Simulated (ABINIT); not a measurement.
# HfB (Fm-3m) in ABINIT: equation of state

Aim: energy against volume of HfB in PBE, for its equilibrium volume and stiffness.

All numbers are computed with ABINIT 10.8.3 (patched build); they aren't measurements. Logs are shortened: lines on timing, memory, paths and dates and some standing lists are left out, and cuts for length are marked. The log counts tension as positive stress, the text compression.

## Step 1: The structure

Symmetry: Fm-3m, No. 225, cubic system. The conventional cell has a = 4.620 Å, b = 4.620 Å, c = 4.620 Å, α = 90.00°, β = 90.00°, γ = 90.00°. Around Hf (site symmetry m-3m) lie 6 B at 2.31 Å. Around B (site symmetry m-3m) lie 6 Hf at 2.31 Å.

## Step 2: Equation of state, PBE

run.abi

```
# Datasets: one volume each
ndtset 7
getwfk -1
scalecart1 3*0.9795861087
scalecart2 3*0.9864848297
scalecart3 3*0.9932883884
scalecart4 3*1.0000000000
scalecart5 3*1.0066227096
scalecart6 3*1.0131594038
scalecart7 3*1.0196128224

# Pseudopotentials
pp_dirpath "./"
pseudos "Hf.GGA_PBE-JTH.xml, B.GGA_PBE-JTH.xml"

# Structure
acell 3*1.0 Angstrom
rprim
     0.0000000000     2.3100000000     2.3100000000
     2.3100000000     0.0000000000     2.3100000000
     2.3100000000     2.3100000000     0.0000000000
ntypat 2
znucl 72 5
natom 2
typat 1 2
xred
     0.5000000000     0.5000000000     0.5000000000
     0.0000000000     0.0000000000     0.0000000000

# Plane-wave basis
ecut 517.016339 eV
pawecutdg 38.0
pawxcdev 0

# k points
kptopt 1
ngkpt 10 10 10
nshiftk 1
shiftk 0.0 0.0 0.0

# Exchange and correlation
ixc 11

# Bands and occupations
nband 12
occopt 3
tsmear 0.05 eV

# SCF cycle
nstep 100
tolvrs 1.0e-9

# Output
iomode 3
prtwf 1
prtden 0
prteig 0
prtebands 0
```

Potentials or basis: JTH PAW PBE v2.0.

On the command line:

```bash
$ abinit run.abi > log 2>&1
```

run.abo:

```text
.Version 10.8.3 of ABINIT
 DATASET    1 : space group Fm -3 m (#225); Bravais cF (face-center cubic)
================================================================================
 Values of the parameters that define the memory need for DATASET  1.
     intxc =       0    ionmov =       0      iscf =      17    lmnmax =      18
     lnmax =       6     mgfft =      24  mpssoang =       3    mqgrid =    3001
     natom =       2  nloc_mem =       2    nspden =       1   nspinor =       1
    nsppol =       1      nsym =      48    n1xccc =       1    ntypat =       2
    occopt =       3   xclevel =       2
       mpw =         635          nfft =       13824          nkpt =          47
 PAW method is used; the additional fine FFT grid is defined by:
   mgfftf=        36    nfftf =     46656
================================================================================
================================================================================
[... 71 lines left out ...]
 DATASET    7 : space group Fm -3 m (#225); Bravais cF (face-center cubic)
================================================================================
 Values of the parameters that define the memory need for DATASET  7.
     intxc =       0    ionmov =       0      iscf =      17    lmnmax =      18
     lnmax =       6     mgfft =      27  mpssoang =       3    mqgrid =    3001
     natom =       2  nloc_mem =       2    nspden =       1   nspinor =       1
    nsppol =       1      nsym =      48    n1xccc =       1    ntypat =       2
    occopt =       3   xclevel =       2
       mpw =         710          nfft =       19683          nkpt =          47
 PAW method is used; the additional fine FFT grid is defined by:
   mgfftf=        36    nfftf =     46656
================================================================================
================================================================================

--------------------------------------------------------------------------------
------------- Echo of variables that govern the present computation ------------
--------------------------------------------------------------------------------
 -outvars: echo values of preprocessed input variables --------
            acell      1.8897261259E+00  1.8897261259E+00  1.8897261259E+00 Bohr
              amu      1.78490000E+02  1.08110000E+01
             ecut      1.90000000E+01 Hartree
           getwfk          -1
              ixc          11
           jdtset        1    2    3    4    5    6    7
         kptrlatt       10    0    0      0   10    0      0    0   10
          kptrlen1     6.04739676E+01
          kptrlen2     6.08998546E+01
          kptrlen3     6.13198669E+01
          kptrlen4     6.17342029E+01
          kptrlen5     6.21430506E+01
          kptrlen6     6.25465882E+01
          kptrlen7     6.29449849E+01
            natom           2
            nband          12
           ndtset           7
            ngfft1         24      24      24
            ngfft2         24      24      24
            ngfft3         27      27      27
            ngfft4         27      27      27
            ngfft5         27      27      27
            ngfft6         27      27      27
            ngfft7         27      27      27
          ngfftdg          36      36      36
             nkpt          47
            nstep         100
             nsym          48
           ntypat           2
           occopt           3
        pawecutdg      3.80000000E+01 Hartree
         pawxcdev           0
           prtden           0
        prtebands           0
           prteig           0
            rprim1     0.0000000000E+00  2.2628439111E+00  2.2628439111E+00
                       2.2628439111E+00  0.0000000000E+00  2.2628439111E+00
                       2.2628439111E+00  2.2628439111E+00  0.0000000000E+00
            rprim2     0.0000000000E+00  2.2787799566E+00  2.2787799566E+00
                       2.2787799566E+00  0.0000000000E+00  2.2787799566E+00
                       2.2787799566E+00  2.2787799566E+00  0.0000000000E+00
            rprim3     0.0000000000E+00  2.2944961772E+00  2.2944961772E+00
                       2.2944961772E+00  0.0000000000E+00  2.2944961772E+00
                       2.2944961772E+00  2.2944961772E+00  0.0000000000E+00
            rprim4     0.0000000000E+00  2.3100000000E+00  2.3100000000E+00
                       2.3100000000E+00  0.0000000000E+00  2.3100000000E+00
                       2.3100000000E+00  2.3100000000E+00  0.0000000000E+00
            rprim5     0.0000000000E+00  2.3252984592E+00  2.3252984592E+00
                       2.3252984592E+00  0.0000000000E+00  2.3252984592E+00
                       2.3252984592E+00  2.3252984592E+00  0.0000000000E+00
            rprim6     0.0000000000E+00  2.3403982228E+00  2.3403982228E+00
                       2.3403982228E+00  0.0000000000E+00  2.3403982228E+00
                       2.3403982228E+00  2.3403982228E+00  0.0000000000E+00
            rprim7     0.0000000000E+00  2.3553056197E+00  2.3553056197E+00
                       2.3553056197E+00  0.0000000000E+00  2.3553056197E+00
                       2.3553056197E+00  2.3553056197E+00  0.0000000000E+00
          spgroup         225
           tolvrs      1.00000000E-09
           tsmear      1.83746611E-03 Hartree
            typat      1  2
           useylm           1
           xangst1     2.2628439111E+00  2.2628439111E+00  2.2628439111E+00
                       0.0000000000E+00  0.0000000000E+00  0.0000000000E+00
           xangst2     2.2787799566E+00  2.2787799566E+00  2.2787799566E+00
                       0.0000000000E+00  0.0000000000E+00  0.0000000000E+00
           xangst3     2.2944961772E+00  2.2944961772E+00  2.2944961772E+00
                       0.0000000000E+00  0.0000000000E+00  0.0000000000E+00
           xangst4     2.3100000000E+00  2.3100000000E+00  2.3100000000E+00
                       0.0000000000E+00  0.0000000000E+00  0.0000000000E+00
           xangst5     2.3252984592E+00  2.3252984592E+00  2.3252984592E+00
                       0.0000000000E+00  0.0000000000E+00  0.0000000000E+00
           xangst6     2.3403982228E+00  2.3403982228E+00  2.3403982228E+00
                       0.0000000000E+00  0.0000000000E+00  0.0000000000E+00
           xangst7     2.3553056197E+00  2.3553056197E+00  2.3553056197E+00
                       0.0000000000E+00  0.0000000000E+00  0.0000000000E+00
            xcart1     4.2761552577E+00  4.2761552577E+00  4.2761552577E+00
                       0.0000000000E+00  0.0000000000E+00  0.0000000000E+00
            xcart2     4.3062700192E+00  4.3062700192E+00  4.3062700192E+00
                       0.0000000000E+00  0.0000000000E+00  0.0000000000E+00
            xcart3     4.3359693719E+00  4.3359693719E+00  4.3359693719E+00
                       0.0000000000E+00  0.0000000000E+00  0.0000000000E+00
            xcart4     4.3652673508E+00  4.3652673508E+00  4.3652673508E+00
                       0.0000000000E+00  0.0000000000E+00  0.0000000000E+00
            xcart5     4.3941772488E+00  4.3941772488E+00  4.3941772488E+00
                       0.0000000000E+00  0.0000000000E+00  0.0000000000E+00
            xcart6     4.4227116666E+00  4.4227116666E+00  4.4227116666E+00
                       0.0000000000E+00  0.0000000000E+00  0.0000000000E+00
            xcart7     4.4508825641E+00  4.4508825641E+00  4.4508825641E+00
                       0.0000000000E+00  0.0000000000E+00  0.0000000000E+00
             xred      5.0000000000E-01  5.0000000000E-01  5.0000000000E-01
                       0.0000000000E+00  0.0000000000E+00  0.0000000000E+00
            znucl       72.00000    5.00000

================================================================================

 chkinp: Checking input parameters for consistency, jdtset=   1.

 chkinp: Checking input parameters for consistency, jdtset=   2.
[... 40 lines left out ...]
 getcut: wavevector=  0.0000  0.0000  0.0000  ngfft=  36  36  36
         ecut(hartree)=     38.000   => boxcut(ratio)=   2.14525

--- Pseudopotential description ------------------------------------------------
- pspini: atom type   1  psp file is ./Hf.GGA_PBE-JTH.xml
 Pseudopotential format is: paw10
 basis_size (lnmax)=  6 (lmn_size= 18), orbitals=   0   0   1   1   2   2
 Spheres core radius: rc_sph= 2.41119446
 Shapefunction is SIN type: shapef(r)=[sin(pi*r/rshp)/(pi*r/rshp)]**2
 Radius for shape functions =  2.41119446
 Compensation charge density is not taken into account in XC energy/potential

- pspini: atom type   2  psp file is ./B.GGA_PBE-JTH.xml
 Pseudopotential format is: paw10
 basis_size (lnmax)=  4 (lmn_size=  8), orbitals=   0   0   1   1
 Spheres core radius: rc_sph= 1.70616958
 Shapefunction is SIN type: shapef(r)=[sin(pi*r/rshp)/(pi*r/rshp)]**2
 Radius for shape functions =  1.40269776
 Compensation charge density is not taken into account in XC energy/potential

   1.45535762E+03                                ecore*ucvol(ha*bohr**3)
--------------------------------------------------------------------------------

[... 1227 lines left out ...]
-Cartesian components of stress tensor (GPa)         [Pressure=  1.5934E+01 GPa]
- sigma(1 1)= -1.59335163E+01  sigma(3 2)=  0.00000000E+00
- sigma(2 2)= -1.59335163E+01  sigma(3 1)=  0.00000000E+00
- sigma(3 3)= -1.59335163E+01  sigma(2 1)=  0.00000000E+00

== END DATASET(S) ==============================================================
================================================================================

 -outvars: echo values of variables after computation  --------
            acell      1.8897261259E+00  1.8897261259E+00  1.8897261259E+00 Bohr
           etotal1    -5.2901991087E+01
           etotal2    -5.2907283820E+01
           etotal3    -5.2911811418E+01
           etotal4    -5.2915642134E+01
           etotal5    -5.2918833793E+01
           etotal6    -5.2921441188E+01
           etotal7    -5.2923513217E+01
            fcart1    -0.0000000000E+00 -0.0000000000E+00 -0.0000000000E+00
                      -0.0000000000E+00 -0.0000000000E+00 -0.0000000000E+00
            fcart2    -0.0000000000E+00 -0.0000000000E+00 -0.0000000000E+00
                      -0.0000000000E+00 -0.0000000000E+00 -0.0000000000E+00
            fcart3    -0.0000000000E+00 -0.0000000000E+00 -0.0000000000E+00
                      -0.0000000000E+00 -0.0000000000E+00 -0.0000000000E+00
            fcart4    -0.0000000000E+00 -0.0000000000E+00 -0.0000000000E+00
                      -0.0000000000E+00 -0.0000000000E+00 -0.0000000000E+00
            fcart5    -0.0000000000E+00 -0.0000000000E+00 -0.0000000000E+00
                      -0.0000000000E+00 -0.0000000000E+00 -0.0000000000E+00
[... 38 lines left out ...]
                       0.0000000000E+00  0.0000000000E+00  0.0000000000E+00
           xangst1     2.2628439111E+00  2.2628439111E+00  2.2628439111E+00
                       0.0000000000E+00  0.0000000000E+00  0.0000000000E+00
           xangst2     2.2787799566E+00  2.2787799566E+00  2.2787799566E+00
                       0.0000000000E+00  0.0000000000E+00  0.0000000000E+00
           xangst3     2.2944961772E+00  2.2944961772E+00  2.2944961772E+00
                       0.0000000000E+00  0.0000000000E+00  0.0000000000E+00
           xangst4     2.3100000000E+00  2.3100000000E+00  2.3100000000E+00
                       0.0000000000E+00  0.0000000000E+00  0.0000000000E+00
           xangst5     2.3252984592E+00  2.3252984592E+00  2.3252984592E+00
                       0.0000000000E+00  0.0000000000E+00  0.0000000000E+00
           xangst6     2.3403982228E+00  2.3403982228E+00  2.3403982228E+00
                       0.0000000000E+00  0.0000000000E+00  0.0000000000E+00
           xangst7     2.3553056197E+00  2.3553056197E+00  2.3553056197E+00
                       0.0000000000E+00  0.0000000000E+00  0.0000000000E+00
             xred      5.0000000000E-01  5.0000000000E-01  5.0000000000E-01
                       0.0000000000E+00  0.0000000000E+00  0.0000000000E+00
 Calculation completed.
```

Wall time 69 s (1 thread of Arm Neoverse V1, shared host); peak memory 0.14 GiB.

What came out:

```yaml
Equilibrium_volume: "14.17 Å³/atom (rough: see the caveat)"
Bulk_modulus: 170 GPa (rough)
```

Energy against volume, from the lowest point:
| volume (Å³/atom) | energy (meV/atom) |
| --- | --- |
| 11.587 | 292.82 |
| 11.833 | 220.81 |
| 12.080 | 159.21 |
| 12.326 | 107.09 |
| 12.573 | 63.67 |
| 12.819 | 28.19 |
| 13.066 | 0.00 |

Caveat: pressures at fixed basis lie under the slope of the energies; the minimum lies outside the volumes run. The run has no spin-orbit coupling, so splittings on Hf are missing.
